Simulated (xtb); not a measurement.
**C3H5Ge− (SMILES C#[C][GeH-][CH3]): GFN0-xTB (hydrogen mass 4 u, md dump 8 fs, md temperature 200 K, md time 0.1 ps)**

We compute a short trajectory of C3H5Ge−. 

Program for the calculation: xtb 6.7.1.

8 further runs of the same task are left out: 1 for a known fault of the program, 3 that didn't finish, 4 set aside as unsound or not needed.

### Step 1. The system as given

C3H5Ge−: 9 atoms, total charge -1, spin state singlet. SMILES: `C#[C][GeH-][CH3]`. The shape comes from GFN2-xTB, which is rough for such elements, and wasn't checked as a minimum. The run starts from this shape.

Bond lengths: C1–C2 1.207 Å, C2–Ge3 1.992 Å, Ge3–C4 2.068 Å, C1–H5 1.063 Å, Ge3–H6 1.708 Å, C4–H7 1.089 Å, C4–H8 1.095 Å, C4–H9 1.096 Å. Some angles: C1–C2–Ge3 172.9°, C2–Ge3–C4 92.6°, C2–C1–H5 178.5°, C2–Ge3–H6 90.6°, C4–Ge3–H6 92.5°, Ge3–C4–H7 113.6°, Ge3–C4–H8 110.9°, Ge3–C4–H9 110.6°, H7–C4–H8 107.4°, H7–C4–H9 107.3°.

### Step 2. Molecular dynamics at GFN0-xTB (hydrogen mass 4 u, md dump 8 fs, md temperature 200 K, md time 0.1 ps)

xcontrol reads:

```
$md
   temp=200
   time=0.1
   step=4
   dump=8
   hmass=4
   shake=2
   nvt=false
$end
```

geo.gen reads:

```
9 C
 C Ge H
   1  1     -0.44543000      2.43221000     -0.08272000
   2  1      0.12534000      1.41097000      0.21260000
   3  2      1.06843000     -0.18955000      0.93101000
   4  1     -0.27536000     -1.49242000      0.05182000
   5  3     -0.94979000      3.32284000     -0.36874000
   6  3      2.09795000     -0.21510000     -0.43161000
   7  3     -0.54393000     -1.22036000     -0.96839000
   8  3      0.12716000     -2.51058000      0.02453000
   9  3     -1.20438000     -1.53801000      0.63151000
```

Started as:

```
xtb -I xcontrol --chrg -1 --md --gfn 0 -- geo.gen > out.txt 2> xtb.err
```

What values should one expect? Wanted: potential energy of the last frame.

Computed results:

Level: GFN0-xTB (hydrogen mass 4 u, md dump 8 fs, md temperature 200 K, md time 0.1 ps).

| quantity | value |
| --- | --- |
| potential energy of the last frame | -12.53151 Eh |
